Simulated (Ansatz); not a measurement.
# NaTiO2: properties at the relaxed cell

The task here is to estimate one member of a computed series from the others.

Method: DFT PBEsol, scalar-relativistic, plane waves, PAW, in Ansatz 0.2.0.

**The structure to begin with**

Symmetry: R-3m, No. 166, trigonal system. The conventional cell has a = 2.952 Å, b = 2.952 Å, c = 16.440 Å, α = 90.00°, β = 90.00°, γ = 120.00°. Around Na (site symmetry -3m) lie 6 O at 2.33 Å. Ti (site symmetry -3m) has 6 O at 2.06 Å as nearest neighbours. O (site symmetry 3m) is surrounded by 3 Ti at 2.06 Å and 3 Na at 2.33 Å.

As a file:

```cif
data_structure
_symmetry_space_group_name_H-M 'R-3m:H'
_symmetry_Int_Tables_number 166
_cell_length_a 2.9521
_cell_length_b 2.9521
_cell_length_c 16.4403
_cell_angle_alpha 90.000
_cell_angle_beta 90.000
_cell_angle_gamma 120.000
_cell_volume 124.08
loop_
_atom_site_label
_atom_site_type_symbol
_atom_site_symmetry_multiplicity
_atom_site_Wyckoff_symbol
_atom_site_fract_x
_atom_site_fract_y
_atom_site_fract_z
_atom_site_occupancy
Na1 Na 3 a 0.00000 0.00000 0.00000 1
Ti1 Ti 3 b 0.66667 0.33333 0.83333 1
O1 O 6 c 0.00000 0.00000 0.76345 1
```

It goes back to an entry of the Materials Project, which need not be the stable form.

It is the result of an earlier relaxation at this level (volume 10.34 Å³/atom; gap on the mesh: none (metal)).

Set-up of the first run:

input.yaml reads:

```yaml
crystal:
  lattice:
    - [1.4611236079, 0.8435801083, 5.4247490444]
    - [-1.4611236079, 0.8435801083, 5.4247490444]
    - [0.0, -1.6871602167, 5.4247490444]
  atoms:
    - { symbol: Na, position: [0.0, 0.0, 0.0] }
    - { symbol: Ti, position: [0.5, 0.5, 0.5] }
    - { symbol: O, position: [0.7634478001, 0.7634478001, 0.7634478001] }
    - { symbol: O, position: [0.2365521999, 0.2365521999, 0.2365521999] }
basis:
  ecutwfc: 420
kpoints:
  mp_grid: { grid: [18, 18, 18] }
hamiltonian:
  xc: pbesol
scf:
  occupations: { method: gaussian, width: 0.1 }
output:
  forces: true
  stress: true
  eigenvalues: true
relax:
  adjacent_minimum: "off"
  f_tol: 0.01
  max_steps: 30
  cell: { stress_tol: 0.1, fix: [volume] }
```

The run is started by

```sh
$ ansatz run input.yaml --threads 1 --pin off --max-ram 2560MiB --backend cpu --events-out ev --progress --plain --runs-dir out
```

Steps of the session up to this table: Point at V/V0 = 0.97; The cell scaled to 1.03 of its volume; The cell scaled to 0.94 of its volume; The cell scaled to 1.06 of its volume.

One table of the session follows, with a row left open; its other results are not shown here.

It belongs to the step «Fit of the equation of state». 

| volume (Å³/atom) | energy above the lowest point (meV/atom) | pressure (GPa) |
| --- | --- | --- |
| 9.719 | 17.2 | 9.51 |
| 10.030 | 4.0 | 4.35 |
| 10.340 | 0.0 | 0.00 |
| 10.650 | ? | ? |
| 10.960 | 14.0 | -6.76 |

Estimate the missing values for volume (Å³/atom) = 10.650.

Worked estimate for «energy above the lowest point (meV/atom)». A straight line through the neighbours (10.340, 0.0) and (10.960, 14.0) gives 0.0 + (14.0 − 0.0) × (10.650 − 10.340) / (10.960 − 10.340) = 7.0; a parabola fitted to 3 rows on both sides gives 3.3.

**Answer.** energy above the lowest point (meV/atom): 3.7; pressure (GPa): -3.67. In «energy above the lowest point (meV/atom)» the line misses by +3.3 and the parabola by -0.4.

Caveats from the session: Spin polarisation is off in the runs that give these values; a magnetic solution could lie lower. Warnings in the runs' records: seeded moment not kept.
